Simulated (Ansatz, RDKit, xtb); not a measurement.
# C4H6N2O2: ranking a sample of isomers

A sample of isomers of C4H6N2O2 is drawn. Aim: find which of them has the lowest free energy at 298.15 K, then its properties. The sample is small against all isomers, and the most stable one of this formula need not be in it.

The funnel: GFN2-xTB relaxations, single points with a density functional, relaxations at B3LYP/def2-SVP, harmonic vibrations (at GFN2-xTB), and a last energy at a higher level. All values are calculated.

### Step 1. Candidates

Isomers were taken from a list of plausible structures; this is a sample, not all of them. That gives 3 candidates.

```
label        SMILES     spin
 c422  COc1cn(O)cn1  singlet
 c724    COc1cncn1O  singlet
 c774    COc1nccn1O  singlet
```

Candidates are built by distance geometry, with a force field where one applies, in up to four conformers (letters a to d).

Q: Predict the outcome of this search (final energies at CCSD(T)/def2-SVP + MP2/def2-TZVPP - MP2/def2-SVP).

| quantity | value |
| --- | --- |
| lowest structure found | COc1nccn1O, singlet |
| next finalist | COc1cn(O)cn1, singlet, 1.7 kcal/mol higher in G |
| share at equilibrium, among the finalists | 95.0 % |

The lowest structure found is `COc1nccn1O`. The margin, 1.7 kcal/mol, is modest. GFN2-xTB, HF/STO-3G, r2SCAN-D4/def2-SVP, B3LYP/def2-SVP, HF/def2-SVP and MP2/def2-SVP already put its bonding pattern lowest among the structures in one piece. The search is not exhaustive (a finite list of starts, one conformer a finalist), so a lower isomer can't be ruled out. Only 3 drawn patterns were tried, so whole families of isomers are missing, and the result ranks this sample alone. The lowest isomer need not be the one that is made and kept in a bottle, which depends on barriers.
